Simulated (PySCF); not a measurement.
# C2H5AlO (SMILES [CH3][Al]1[CH2][O]1): revPBE/6-31G(d) (spherical functions)

Aim: the energy change on altering one bond length of C2H5AlO at revPBE/6-31G* (spherical functions), from 2 runs. 

Program for the calculation: PySCF 2.14.0.

1 further run of the same task is left out (set aside as unsound or not needed).

## 1. Starting point

C2H5AlO has 9 atoms, charge 0, and is taken as a singlet. As SMILES, `[CH3][Al]1[CH2][O]1`. The shape is that of a PBE0-D4/def2-TZVP optimisation.

Bond lengths: C1–Al2 1.934 Å, Al2–C3 1.883 Å, Al2–O4 1.707 Å, C3–O4 1.488 Å, C1–H5 1.093 Å, C1–H6 1.091 Å, C1–H7 1.094 Å, C3–H8 1.091 Å, C3–H9 1.091 Å. Some angles: C1–Al2–C3 171.7°, C1–Al2–O4 139.6°, C3–Al2–O4 48.7°, Al2–C3–O4 59.5°, Al2–O4–C3 71.8°, Al2–C1–H5 110.3°, Al2–C1–H6 112.2°, Al2–C1–H7 110.1°, Al2–C3–H8 123.8°, Al2–C3–H9 123.8°.

## 2. The energy at revPBE/6-31G(d) (spherical functions)

start.xyz reads:

```xyz
9

C     -0.670900     1.320200    -1.081500
Al     0.051300    -0.076700     0.044200
C      0.678700    -1.280200     1.349300
O      0.789300    -1.609500    -0.097900
H      0.039700     1.575000    -1.872100
H     -0.900200     2.226000    -0.517500
H     -1.591200     0.976800    -1.562100
H      0.038500    -1.980500     1.887700
H      1.653200    -1.197400     1.832800
```

input.py reads:

```python
from pyscf import gto, dft

molecule = gto.Mole()
molecule.atom = 'start.xyz'
molecule.basis = '6-31g*'
molecule.max_memory = 1860
molecule.verbose = 4
molecule.build()

mf = dft.RKS(molecule, xc='revpbe')
mf.conv_tol = 1e-10
mf.grids.level = 5
mf.kernel()
if not mf.converged:
    mf = mf.newton().run(mf.mo_coeff, mf.mo_occ)

e_tot = mf.e_tot
print('E(%s) = %.9f' % ('REVPBE', e_tot))
```

Command:

```bash
$ OMP_NUM_THREADS=1 python input.py
```

Output:

```text
PySCF version 2.14.0

[INPUT] num. atoms = 9
[INPUT] num. electrons = 38
[INPUT] charge = 0
[INPUT] spin (= nelec alpha-beta = 2S) = 0
[INPUT] symmetry False subgroup None
[INPUT] Mole.unit = angstrom
[INPUT] Symbol           X                Y                Z      unit          X                Y                Z       unit  Magmom
[INPUT]  1 C     -0.670900000000   1.320200000000  -1.081500000000 AA   -1.267817256971   2.494816429651  -2.043738803717 Bohr   0.0
[INPUT]  2 Al     0.051300000000  -0.076700000000   0.044200000000 AA    0.096942950190  -0.144941993754   0.083525894706 Bohr   0.0
[INPUT]  3 C      0.678700000000  -1.280200000000   1.349300000000 AA    1.282557120742  -2.419227384668   2.549807459876 Bohr   0.0
[INPUT]  4 O      0.789300000000  -1.609500000000  -0.097900000000 AA    1.491560830119  -3.041514197487  -0.185004187595 Bohr   0.0
[INPUT]  5 H      0.039700000000   1.575000000000  -1.872100000000 AA    0.075022127145   2.976318646190  -3.537756277798 Bohr   0.0
[INPUT]  6 H     -0.900200000000   2.226000000000  -0.517500000000 AA   -1.701131457333   4.206530353282  -0.977933269462 Bohr   0.0
[INPUT]  7 H     -1.591200000000   0.976800000000  -1.562100000000 AA   -3.006932209408   1.845884478475  -2.951941179183 Bohr   0.0
[INPUT]  8 H      0.038500000000  -1.980500000000   1.887700000000 AA    0.072754455796  -3.742602589701   3.567236005341 Bohr   0.0
[INPUT]  9 H      1.653200000000  -1.197400000000   1.832800000000 AA    3.124095229131  -2.262758061554   3.463490041103 Bohr   0.0

nuclear repulsion = 145.500629871126
number of shells = 36
number of NR pGTOs = 152
number of NR cGTOs = 70
basis = 6-31g*
ecp = {}

******** <class 'pyscf.dft.rks.RKS'> ********
method = RKS
initial guess = minao
damping factor = 0
level_shift factor = 0
DIIS = <class 'pyscf.scf.diis.CDIIS'>
diis_start_cycle = 1
diis_space = 8
diis_damp = 0
SCF conv_tol = 1e-10
SCF conv_tol_grad = None
SCF max_cycles = 50
direct_scf = True
direct_scf_tol = 1e-13
XC library pyscf.dft.libxc version 7.0.0
    S. Lehtola, C. Steigemann, M. J.T. Oliveira, and M. A.L. Marques.,  SoftwareX 7, 1–5 (2018)
XC functionals = revpbe
    Y. Zhang and W. Yang.,  Phys. Rev. Lett. 80, 890 (1998)
    J. P. Perdew, K. Burke, and M. Ernzerhof.,  Phys. Rev. Lett. 77, 3865 (1996)
    J. P. Perdew, K. Burke, and M. Ernzerhof.,  Phys. Rev. Lett. 78, 1396 (1997)
radial grids:
    Treutler-Ahlrichs [JCP 102, 346 (1995); DOI:10.1063/1.469408] (M4) radial grids

becke partition: Becke, JCP 88, 2547 (1988); DOI:10.1063/1.454033
pruning grids: <function nwchem_prune>
grids dens level: 5
symmetrized grids: False
atomic radii adjust function: <function treutler_atomic_radii_adjust>
small_rho_cutoff = 0
Set gradient conv threshold to 1e-05
Initial guess from minao.
tot grids = 289688
init E= -396.865579326462
  HOMO = -0.295270799142841  LUMO = -0.0906653712098824  gap/eV = 5.56760
cycle= 1 E= -396.496361320963  delta_E= 0.369  |g|= 0.976  |ddm|= 2.73
  HOMO = -0.0294763968987457  LUMO = 0.0198942350978211  gap/eV = 1.34344
cycle= 2 E= -393.031327284235  delta_E= 3.47  |g|=  3.3  |ddm|= 4.53
  HOMO = -0.174270839048817  LUMO = -0.0230511691888813  gap/eV = 4.11490
cycle= 3 E= -396.637358330015  delta_E= -3.61  |g|= 0.542  |ddm|= 4.26
  HOMO = -0.171310910695349  LUMO = -0.0477395703634191  gap/eV = 3.36255
cycle= 4 E= -396.702760056893  delta_E= -0.0654  |g|= 0.309  |ddm|= 0.762
  HOMO = -0.172724162430266  LUMO = -0.0428247854335901  gap/eV = 3.53474
cycle= 5 E= -396.725978904066  delta_E= -0.0232  |g|= 0.0515  |ddm|= 0.235
  HOMO = -0.170808302604648  LUMO = -0.039112032911691  gap/eV = 3.58364
cycle= 6 E= -396.726605724855  delta_E= -0.000627  |g|= 0.0224  |ddm|= 0.056
  HOMO = -0.173122553724385  LUMO = -0.0396250967457163  gap/eV = 3.63265
cycle= 7 E= -396.726746509743  delta_E= -0.000141  |g|= 0.00995  |ddm|= 0.0313
  HOMO = -0.173371314080727  LUMO = -0.0398256295637291  gap/eV = 3.63396
cycle= 8 E= -396.726767686613  delta_E= -2.12e-05  |g|= 0.00235  |ddm|= 0.0101
  HOMO = -0.173386101152535  LUMO = -0.0397315511337331  gap/eV = 3.63693
cycle= 9 E= -396.726769156595  delta_E= -1.47e-06  |g|= 0.000409  |ddm|= 0.00267
  HOMO = -0.173422737357343  LUMO = -0.0397481551053134  gap/eV = 3.63747
cycle= 10 E= -396.726769196378  delta_E= -3.98e-08  |g|= 7.56e-05  |ddm|= 0.000498
  HOMO = -0.173418978244474  LUMO = -0.0397424814954586  gap/eV = 3.63752
cycle= 11 E= -396.726769198179  delta_E= -1.8e-09  |g|= 1.01e-05  |ddm|= 0.000113
  HOMO = -0.173419750861602  LUMO = -0.0397425657828627  gap/eV = 3.63754
cycle= 12 E= -396.726769198212  delta_E= -3.3e-11  |g|= 1.73e-06  |ddm|= 1.66e-05
  HOMO = -0.17341961101214  LUMO = -0.0397425059294614  gap/eV = 3.63754
Extra cycle  E= -396.726769198213  delta_E= -1.36e-12  |g|= 1.52e-06  |ddm|= 4.38e-06
converged SCF energy = -396.726769198213
E(REVPBE) = -396.726769198
```

Run time: 17 s. Hardware: 1 thread of Intel Xeon at 2.70GHz, shared host; peak memory 0.36 GiB.

## 3. The distorted shape, same level

geometry.xyz reads:

```xyz
9

C     -0.556249     0.867297    -1.363502
Al     0.165951    -0.529603    -0.237802
C      0.793351    -1.733103     1.067298
O      0.903951    -2.062403    -0.379902
H      0.154351     1.122097    -2.154102
H     -0.900200     2.226000    -0.517500
H     -1.476549     0.523897    -1.844102
H      0.153151    -2.433403     1.605698
H      1.767851    -1.650303     1.550798
```

input.py reads:

```python
from pyscf import gto, dft

mol = gto.M(
    atom='geometry.xyz',
    verbose=3,
    basis='6-31g*',
    spin=0,
    max_memory=1860,
    charge=0,
)

mf = dft.RKS(mol)
mf.xc = 'revpbe'
mf.grids.level = 5
mf.conv_tol = 1e-10
mf.kernel()
if not mf.converged:
    mf = mf.newton().run(mf.mo_coeff, mf.mo_occ)

e_final = mf.e_tot
print('E = %.10f Eh' % e_final)
```

Command:

```bash
$ OMP_NUM_THREADS=1 python input.py
```

Output:

```text
converged SCF energy = -396.657074553232
E = -396.6570745532 Eh
```

It took 17 s on 1 thread of Intel Xeon at 2.70GHz, shared host; peak memory 0.36 GiB.

## 4. Outcome

Level: revPBE/6-31G* (spherical functions).

```
                                                         quantity          value
                                        first shape: total energy  -396.72677 Eh
                                       first shape: dipole moment         2.87 D
                                         first shape: HOMO energy       -4.72 eV
                                         first shape: LUMO energy       -1.08 eV
                                       first shape: HOMO–LUMO gap        3.64 eV
                                    distorted shape: total energy  -396.65707 Eh
                                   distorted shape: dipole moment         2.53 D
                                     distorted shape: HOMO energy       -4.76 eV
                                     distorted shape: LUMO energy       -1.81 eV
                                   distorted shape: HOMO–LUMO gap        2.95 eV
energy change with the C1–H6 bond stretched from 1.091 to 1.637 Å       1.896 eV
```

What this shows: With the C1–H6 bond stretched from 1.091 to 1.637 Å the energy rises by 1.90 eV (183 kJ/mol). The first shape isn't relaxed at this level, so the change isn't measured from a minimum. Mulliken charges (first shape) run from -0.76 on C1 to +0.56 on Al2; they depend strongly on the basis. Mulliken charges (distorted shape) run from -0.64 on C1 to +0.56 on Al2.
